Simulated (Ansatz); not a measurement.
Working through a fixed-spin-moment curve of AlCo, space group Pm-3m

Computed with Ansatz's Python interface.

Notebook, run cell by cell (the value of a cell's last expression is shown):

```python
import ansatz
```

```python
lattice = ansatz.Lattice.of(
    (2.819403, 0.0, 0.0),
    (0.0, 2.819403, 0.0),
    (0.0, 0.0, 2.819403),
)
sites = [
    ("Al", (0.0, 0.0, 0.0)),
    ("Co", (0.5, 0.5, 0.5)),
]
xtal = ansatz.Crystal(lattice=lattice)
for symbol, position in sites:
    xtal = xtal.atom(symbol, position)
```

```python
xtal.resolved().sites[-1]
```

    Site(symbol='Co', position=(0.5, 0.5, 0.5), moment=None, axis=None, held=None, saved=None)

```python
job = (
    xtal.calculation()
    .functional("LDA")
    .basis(24 * ansatz.Ha, xc_grid=3)
    .kpoints(6, 6, 6, shift=0.5)
    .occupations("fermi_dirac", width=0.02)
    .scf(tolerance=1e-05)
)
# a hard lock holds the total moment, with one Fermi level a spin
rows = []
for total in [0.0, 0.6, 1.2, 1.8, 2.4, 3.0]:
    rep = job.spin("collinear", total=total, lock="hard").run().report
    up, down = rep["spin_fermi_energies_ev"]
    rows.append((total, rep["free_energy_ev"], up - down, rep["absolute_magnetization_mub"]))
reference = rows[0][1]
rows = [(m, 1000 * (e - reference), split, size) for m, e, split, size in rows]
print("     total muB    F - F(0) meV  EF up - down eV    absolute muB")
for row in rows:
    print(f"{str(row[0]):>14s}  {row[1]:14.2f}  {row[2]:15.4f}  {row[3]:14.3f}")
best = min(rows, key=lambda row: row[1])
print(f"lowest at {best[0]} muB per cell, {best[1]:.1f} meV against the first point")
```

    RunWarning: this spin-polarised run has no starting moment large enough to seed its density, and nothing else in its deck makes the two spin channels differ, so an SCF from that start keeps the [...]
    DeckWarning: where an SCF of this run starts from atoms to list the orders of its open shells, Al (site 0, from 0) starts with 1.00 μB on its 3p shell, in the place of the 1.20 μB that the deck gives [...]
         total muB    F - F(0) meV  EF up - down eV    absolute muB
               0.0            0.00           0.0000           0.000
               0.6          168.82           0.6179           0.609
               1.2          425.51           1.1490           1.201
               1.8         1023.80           3.0637           1.800
               2.4         2020.77           3.4964           2.400
               3.0         3303.27           5.1839           3.000
    lowest at 0.0 muB per cell, 0.0 meV against the first point

The lowest point lies at 0 μB a cell, the first of the scan; at 3 μB the energy is 3303 meV above the lowest.

Reading the output:
- These settings explore the input space; cutoff and mesh may be short of convergence.
- The mesh is modest for a metal, so energies can be off by several to tens of meV an atom and pressures by half a GPa or more; differences at equal mesh fare better.
- The structure comes from a database of computed cells and needn't be a stable or known phase.
- Warnings are shown shortened and without file and line.
- Only points where the Fermi levels of the two spins meet (minima, maxima and zero moment) are free solutions; a shallow minimum can lie between the points.
- Wall time of the script: 7 s on 1 thread of Arm Neoverse V2, with other jobs on the host, peak memory 0.35 GiB.
